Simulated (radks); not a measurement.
**Spin polarisation of the 5p shell in Sn⁺**

The task here is to estimate one member of a computed series from the others.

Method: scalar-relativistic Kohn-Sham, BLYP, spin-polarised, spherical densities, finite nucleus. Code: radks (a radial shooting solver on a logarithmic mesh, Libxc functionals) version 1.

### The system

- element: tin (Z = 50)
- charge: +1
- electrons: 49
- configuration: [Kr] 4d10 5s2 5p(up 0.5, down 0.5)
- nuclear rms radius: 4.6519 fm

A shell typed twice in an input gives spin up, then spin down.

The first run:

Settings of this run:

```text
Z 50
configuration [Kr] 4d10 5s2 5p0.5 5p0.5
relativity scalar-relativistic
functional b88,lyp
spin polarised
nucleus finite rms 4.6519 fm
c 137.035999084
```

Among the steps run: No moment.

One of the session's tables, all rows but one given; the rest of the session is left out.

Radial moments (bohr):

| level | <r> | outermost maximum (interpolated) | 90 % within | nodes |
| --- | --- | --- | --- | --- |
| 3s | 0.3395 | 0.308 | 0.499 | 2 |
| 3p | 0.3378 | 0.301 | 0.507 | 1 |
| 3d | ? | ? | ? | ? |
| 4s | 0.8183 | 0.745 | 1.18 | 3 |
| 4p | 0.8856 | 0.788 | 1.30 | 2 |
| 4d | 1.098 | 0.886 | 1.71 | 1 |
| 5s | 2.307 | 1.98 | 3.39 | 4 |
| 5p | 2.913 | 2.42 | 4.36 | 3 |

**Question.** Estimate the row for 3d.

**Answer.** <r>: 0.3146; outermost maximum (interpolated): 0.251; 90 % within: 0.496; nodes: 0. In the column «<r>» it is the lowest.
